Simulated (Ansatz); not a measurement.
# C4H9F2In: the cost of one run

The runs use Ansatz 0.2.0, Gaussian basis; the settings change from run to run.

1 further run of the same task is left out (it didn't finish). Runs told in other sessions of the task aren't counted.

### 1 The molecule

The geometry comes from an earlier relaxation with PBE0-D4 in a triple-zeta def2 set; it is a stationary point, not always the lowest conformer. In takes a core potential in def2 sets; no spin-orbit term is included.

SMILES `CC(C)[CH2][In]([F])[F]`, 16 atoms, charge 0, spin multiplicity 1.

Atoms are counted from 1 here; the program's logs count them from 0.

Bond lengths: C1–C2 1.521 Å, C1–H8 1.097 Å, C1–H9 1.093 Å, C1–H10 1.092 Å, C2–C3 1.521 Å, C2–C4 1.522 Å, C2–H11 1.099 Å, C3–H12 1.097 Å, C3–H13 1.092 Å, C3–H14 1.093 Å, C4–In5 2.142 Å, C4–H15 1.093 Å, C4–H16 1.093 Å, In5–F6 1.953 Å, In5–F7 1.945 Å. Angles: C2–C1–H8 110.7°, C2–C1–H9 111.6°, C2–C1–H10 111.1°, H8–C1–H9 108.3°, H8–C1–H10 107.0°, H9–C1–H10 107.8°, C1–C2–C3 111.0°, C1–C2–C4 111.7°, C1–C2–H11 107.9°, C3–C2–C4 111.8°, C3–C2–H11 107.9°, C4–C2–H11 106.3°, C2–C3–H12 110.8°, C2–C3–H13 111.1°, C2–C3–H14 111.6°, H12–C3–H13 107.0°, H12–C3–H14 108.3°, H13–C3–H14 107.8° and more.

### 2 wB97X/ANO-RCC-VTZP

Options: multiplicity 3, relativity set to scalar.

in.yaml reads:

```yaml
crystal:
  periodic: [false, false, false]
  atoms:
    - {symbol: C, position_ang: [-1.557698, -0.119295, 0.448704]}
    - {symbol: C, position_ang: [-0.262669, -0.852843, 0.137297]}
    - {symbol: C, position_ang: [0.737080, -0.702039, 1.273046]}
    - {symbol: C, position_ang: [0.326509, -0.414034, -1.195296]}
    - {symbol: In, position_ang: [0.846976, 1.663234, -1.206044]}
    - {symbol: F, position_ang: [0.627482, 2.884292, 0.301770]}
    - {symbol: F, position_ang: [1.605515, 2.722599, -2.650699]}
    - {symbol: H, position_ang: [-1.368312, 0.948366, 0.615760]}
    - {symbol: H, position_ang: [-2.281172, -0.217268, -0.364890]}
    - {symbol: H, position_ang: [-2.021803, -0.507915, 1.357900]}
    - {symbol: H, position_ang: [-0.496637, -1.922088, 0.033333]}
    - {symbol: H, position_ang: [0.962263, 0.355958, 1.455136]}
    - {symbol: H, position_ang: [0.337909, -1.108921, 2.204800]}
    - {symbol: H, position_ang: [1.674431, -1.220745, 1.055697]}
    - {symbol: H, position_ang: [1.242542, -0.956019, -1.442856]}
    - {symbol: H, position_ang: [-0.372408, -0.553282, -2.023657]}
basis:
  gaussian: {orbitals: ANO-RCC-VTZP}
magnetization: {spin_polarized: true, initial_magnetization: 2}
hamiltonian: {xc: {name: wB97X}, pseudopotentials: {relativity: scalar}}
```

Run with:

```bash
$ ansatz run in.yaml --threads 4 --pin off --events-out ev --progress --plain --max-ram 11315MiB
```

Q: Estimate wall time and peak memory on 4 threads of Arm Neoverse V1, shared host.

About 6.6 min, with a peak of 3.4 GiB.
